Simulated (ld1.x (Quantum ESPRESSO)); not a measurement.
# Si: related potentials compared, part 2 of 2

Aim: generate and test one potential in full, then change a few of its settings and see what happens to hardness, ghosts and transferability.

ld1.x (Quantum ESPRESSO) 7.5; first potential BP86, scalar-relativistic. Earlier steps stand in the parts before.

## Step 7: Variant: functional PBE; local potential all-electron potential smoothed inside 1.50 bohr …

In full, the change is: functional PBE; local potential all-electron potential smoothed inside 1.50 bohr (lloc = -1).

Si.in

```
 &input
   title='Si', zed=14., rel=1, dft='PBE', iswitch=3,
   config='[Ne] 3s2 3p0',
   nld=2, rlderiv=2.30, eminld=-4.0, emaxld=5.0, deld=0.02
 /
 &inputp
   pseudotype=3, lpaw=.true., tm=.true., lloc=-1, rcloc=1.50,
   nlcc=.true., new_core_ps=.true., rcore=1.25,
   which_augfun='PSQ', rmatch_augfun_nc=.true.,
   file_pseudopw='Si.UPF', file_wfcaegen='ae.wfc', file_wfcncgen='nc.wfc', file_beta='beta', file_chi='chi', file_wfcusgen='us.wfc'
 /
4
3S  1  0   2.00   0.00  1.20  1.65  0.0
3S  1  0   0.00   2.15  1.20  1.65  0.0
3P  2  1   0.00   0.00  1.80  2.10  0.0
3P  2  1   0.00  -0.55  1.80  2.10  0.0
 &test
   configts(1)='3s2 3p0'
 /
```

Run with:

```console
$ ld1.x < Si.in > Si.out
```

The output, Si.out (without the banner and most projector matrices):

```text
     Program LD1 v.7.5
     --------------------------- All-electron run ----------------------------

     Si
     scalar relativistic calculation

     atomic number is 14.00
     dft =PBE   lsd =0 sic =0 latt =0  beta=0.20 tr2=1.0E-14
     Exchange-correlation= PBE
                           (   1   4   3   4   0   0   0)
     mesh =1141 r(mesh) = 100.57892 a.u. xmin = -7.00 dx = 0.01250
     1 Ry =  13.60569312 eV, c = 137.03599908

     n l     nl                  e(Ry)          e(Ha)          e(eV)
     1 0     1S 1( 2.00)      -132.8739       -66.4370     -1807.8422
     2 0     2S 1( 2.00)       -11.8188        -5.9094      -160.8036
     2 1     2P 1( 6.00)        -8.5927        -4.2964      -116.9098
     3 0     3S 1( 2.00)        -2.0973        -1.0487       -28.5359
     3 1     3P 1( 0.00)        -1.5070        -0.7535       -20.5040

     final scf error:  3.2E-15 reached in  24 iterations

     Etot =    -577.930541 Ry,    -288.965271 Ha,   -7863.145587 eV

     Ekin =     579.445667 Ry,     289.722833 Ha,    7883.759920 eV
     Encl =   -1361.584152 Ry,    -680.792076 Ha,  -18525.296135 eV
     Eh   =     244.489563 Ry,     122.244782 Ha,    3326.449973 eV
     Exc  =     -40.281619 Ry,     -20.140809 Ha,    -548.059345 eV

     normalization and overlap integrals

     s(1S/1S) =  1.000000  <r> =   0.1113  <r2> =    0.0167  r(max) =   0.0723
     s(2S/2S) =  1.000000  <r> =   0.5672  <r2> =    0.3844  r(max) =   0.4543
     s(2P/2P) =  1.000000  <r> =   0.5362  <r2> =    0.3626  r(max) =   0.3861
     s(3S/3S) =  1.000000  <r> =   1.9514  <r2> =    4.3633  r(max) =   1.6878
     s(3P/3P) =  1.000000  <r> =   2.2340  <r2> =    5.7808  r(max) =   1.9126

     ------------------------ End of All-electron run ------------------------

     --------------------- Generating PAW atomic setup --------------------

      Generating local potential from pseudized AE potential:
      Matching radius rcloc =   1.5000

      Local pseudo, rcloc= 1.508 Estimated cut-off energy=     9.89 Ry

      Computing core charge for nlcc:

       r > 1.25 : true rho core
      Core charge pseudized with two Bessel functions
      Integrated core pseudo-charge :   3.07
      Wfc-us  3S rcutus= 1.667  Estimated cut-off energy=    15.89 Ry
      Wfc-us  3S rcutus= 1.667  Estimated cut-off energy=    25.21 Ry
      Wfc-us  3P rcutus= 2.087  Estimated cut-off energy=    17.49 Ry
      Wfc-us  3P rcutus= 2.087  Estimated cut-off energy=    19.85 Ry

     Required augmentation: PSQ   radius:    2.100000

     Q pseudized with Bessel functions
     Expected ecutrho=     135.7077 due to l1=  0   l2=  1

     Estimated PAW energy =  -44.623280 Ryd

     The PAW screened D coefficients
     1.03308     1.22118     0.00000     0.00000
     1.22118     1.48957     0.00000     0.00000
     0.00000     0.00000     0.47709     0.38698
     0.00000     0.00000     0.38698     0.31843

     The PAW descreened D coefficients (US)
     0.83804     0.86154     0.00000     0.00000
     0.86154     0.92427     0.00000     0.00000
     0.00000     0.00000     0.28677     0.21632
     0.00000     0.00000     0.21632     0.16714

     ------------------- End of pseudopotential generation -------------------

     [... the all-electron block is printed once more ...]


     Computing logarithmic derivative in   2.29266
     Computing logarithmic derivative in   2.29266
     Computing the partial wave expansion
     R is outside the sphere for l=    0 j= 0.00
     R is outside the sphere for l=    0 j= 0.00
     R is outside the sphere for l=    1 j= 0.00
     R is outside the sphere for l=    1 j= 0.00

     ---------------------- Testing the pseudopotential ----------------------

     Si
     scalar relativistic calculation

     atomic number is 14.00   valence charge is  4.00
     dft = SLA  PW   PBX  PBC   lsd =0 sic =0 latt =0  beta=0.20 tr2=1.0E-14
     mesh =1141 r(mesh) = 100.57892 xmin = -7.00 dx = 0.01250

     n l     nl             e AE (Ry)        e PS (Ry)    De AE-PS (Ry)
     1 0     3S   1( 2.00)       -2.09735       -2.09735        0.00001
     2 1     3P   1( 0.00)       -1.50702       -1.50702        0.00000

     eps = 4.1E-16  iter =  3

     Etot =    -577.930541 Ry,    -288.965271 Ha,   -7863.145587 eV
     Etotps =   -44.623292 Ry,     -22.311646 Ha,    -607.130813 eV

     Ekin =       8.028472 Ry,       4.014236 Ha,     109.232922 eV
     Encl =     -14.216353 Ry,      -7.108177 Ha,    -193.423338 eV
     Ehrt =       1.846206 Ry,       0.923103 Ha,      25.118917 eV
     Ecxc =     -40.281617 Ry,     -20.140808 Ha,    -548.059315 eV
     (Ecc =      -4.439954 Ry,      -2.219977 Ha,     -60.408655 eV)

     ---------------------- End of pseudopotential test ----------------------
```

It took 1.7 s on 1 thread, shared host. This counts the later configuration tests of the new file too.

The new file went through the configuration test as well (its log is not shown).

Si.test.in

```
 &input
   title='Si', zed=14., rel=1, dft='PBE', iswitch=2,
   config='[Ne] 3s2 3p0'
 /
 &test
   file_pseudo='Si.UPF', nconf=8,
   configts(1)='3s2 3p0',
   configts(2)='3s2 3p2',
   configts(3)='3s2 3p1',
   configts(4)='3s1 3p0',
   configts(5)='3s2 3p2.3',
   configts(6)='3s1 3p2',
   configts(7)='3s2 3p1.5',
   configts(8)='3s1 3p3'
 /
```

Energies count from the reference configuration 3s2 3p0; the error is all-electron less pseudo.

```csv
valence configuration,charge,ΔE all-electron (eV),error AE − PS (meV)
3s2 3p2,0,-23.733,-5.5
3s2 3p1,+1,-15.993,-2.9
3s1 3p0,+3,33.971,-20
3s2 3p2.3,-0.3,-24.663,-5.7
3s1 3p2,+1,-8.562,-0.9
3s2 3p1.5,+0.5,-20.811,-4.6
3s1 3p3,0,-16.919,-2.7
```

Compared with the first run, the loose cutoff stays at 12 Ry, the largest error in the tests that it solved is -20 meV (3s1 3p0) and there is no bound ghost.

## Step 8: Results

The summary covers parts 1 to 2.

Cutoffs, loose and tight: the cutoffs (Ry, on a coarse ladder) from which the occupation-weighted sum of valence levels, in a spherical-Bessel basis at the reference potential, stays within 10 and 1 mRy of its value at 400 Ry; empty and scattering waves don't count. The number of plane waves in a given cell goes as the cutoff to the power 3/2; it is given for the loose cutoff, relative to the first potential. Test errors are all-electron less pseudo; runs with another core, reference, functional or relativity have tests of their own. The phase difference is the largest within 1 Ry of zero, over the channels with partial waves.

```tsv
change	outcome	cutoff, loose	cutoff, tight	plane waves, relative	bound ghosts	largest test error (meV)	phase difference near zero (rad)	lowest overlap eigenvalue (Bessel basis)
first potential	generated	12 Ry	18 Ry	1.00	none	-24	0.000	0.507
all radii scaled by 0.92 (s 1.52, p 1.94 bohr); local potential all-electron potential smoothed inside 1.38 bohr (lloc = -1)	generated	15 Ry	21 Ry	1.40	none	-23	0.000	0.520
functional PBE; local potential all-electron potential smoothed inside 1.50 bohr (lloc = -1)	generated	12 Ry	15 Ry	1.00	none	-20	0.000	0.499
```

2 of the potentials share the lowest cutoff, 12 Ry; the highest cutoff read, 15 Ry, costs 1.4 times the plane waves. Among those with the same tests, the variant "all radii scaled by 0.92 (s 1.52, p 1.94 bohr); local potential all-electron …" has the smallest worst error, -23 meV.

The first potential by itself. By total energies transferability is good: the largest error is 24 meV on 34.1 eV, for 3s1 3p0. The potential is soft on the atom at that tolerance: the looser tolerance needs 12 Ry. The Bessel-basis test finds no level below the valence levels.
